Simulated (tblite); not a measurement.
# C2H9FSSi2: the cost of one run

Programs: tblite 0.8.0 and PySCF 2.14.0, with density-fitted response routines of our own. Each step states its level of theory. These are calculated values for one molecule in the gas phase, unless marked as measured. Atoms count from 0, in the outputs and in this text.

## Step 1: The starting structure

15 atoms, charge 0, multiplicity 1; geometry from: force field or distance geometry start.

Bonds of the start (Å): C0–S1 1.82, S1–C2 1.81, C2–Si3 1.88, Si3–Si4 2.22, Si4–F5 1.68, C0–H6 1.10, C0–H7 1.09, C0–H8 1.12, C2–H9 1.12, C2–H10 1.09, Si3–H11 1.48, Si3–H12 1.45, Si4–H13 1.45, Si4–H14 1.49.

## Step 2: Relaxing the molecule with GFN2-xTB

What the job is given:

```
{"job": {"kind": "relax", "xc": "GFN2-xTB", "basis": "xTB"}, "charge": 0, "multiplicity": 1}
C      3.010300     0.352300    -0.091000
S      1.323900     0.106600     0.542700
C      0.312900    -0.437700    -0.851900
Si    -1.303600    -1.034500    -0.111300
Si    -2.650000     0.731900    -0.024800
F     -2.164300     1.664300     1.290600
H      3.428800     1.241700     0.397800
H      2.933300     0.510800    -1.171100
H      3.565400    -0.590900     0.127300
H      0.094200     0.497600    -1.435200
H      0.792200    -1.190500    -1.481000
H     -1.034500    -1.430900     1.284600
H     -1.876200    -2.173400    -0.811000
H     -4.025900     0.284600     0.100000
H     -2.410900     1.476000    -1.293300
```

Started as:

```sh
> OMP_NUM_THREADS=1 python probes_run.py task.json out
```

The driver reads the jobs from task.json and runs them one after another.

**Question.** How long does this first job take on 1 thread of Arm Neoverse V1, shared host, and how much memory does it need?

About 1.5 s, with a peak of 0.18 GiB.
